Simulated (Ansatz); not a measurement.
**CoC (quartet): the correlation ladder, def2-TZVPP**

An exercise on one series of results from a longer session: the logs are not shown, and one member is left open.

Method: def2-TZVPP, core rule «outside noble gas», up to 10 orbitals frozen; program: Ansatz 0.2.0, Gaussian basis.

To be run: UHF; ROHF; CCSD(T) on UHF.

2 further runs of the same task are left out: 2 set aside as unsound or not needed.

## The system

The geometry is a PBE0/def2-TZVP stationary point (not a proven minimum) of the parent state, kept for this charge and spin.

2 atoms, charge 0, spin multiplicity 4.

Atoms are counted from 1 here; the program's logs count them from 0.

Bond lengths: Co1–C2 1.692 Å.

Set-up of the first run:

File in.yaml:

```yaml
crystal:
  periodic: [false, false, false]
  atoms:
    - {symbol: Co, position_ang: [0.000000, 0.000000, 0.000000]}
    - {symbol: C, position_ang: [0.000000, 0.000000, 1.692200]}
basis:
  gaussian: {orbitals: def2-TZVPP}
magnetization: {spin_polarized: true, initial_magnetization: 3}
hamiltonian: {xc: hf}
output: {orbitals: {seedname: orbitals}}
```

Started as:

```
> ansatz run in.yaml --threads 1 --pin off --events-out ev --progress --plain --max-ram 4096MiB --backend cpu
```

Among the steps run: UHF; ROHF; CCSD(T) on UHF.

One table of the session follows, with a row left open; its other results are not shown here.

```
  method  from UCCSD(T) (kcal/mol)
    ROHF                   +342.03
     UHF                         ?
    UMP2                    +62.09
   UCCSD                    +22.43
UCCSD(T)                         0
```

Q: Estimate the row for UHF from the others.

**Answer.** from UCCSD(T) (kcal/mol): +277.46. In the column «from UCCSD(T) (kcal/mol)» it lies between UMP2 (+62.09) and ROHF (+342.03).

Caveats from the session: The determinant is far from a pure spin state, so its energy mixes those of several spin states (harmless only where they are near-degenerate, as at dissociation).
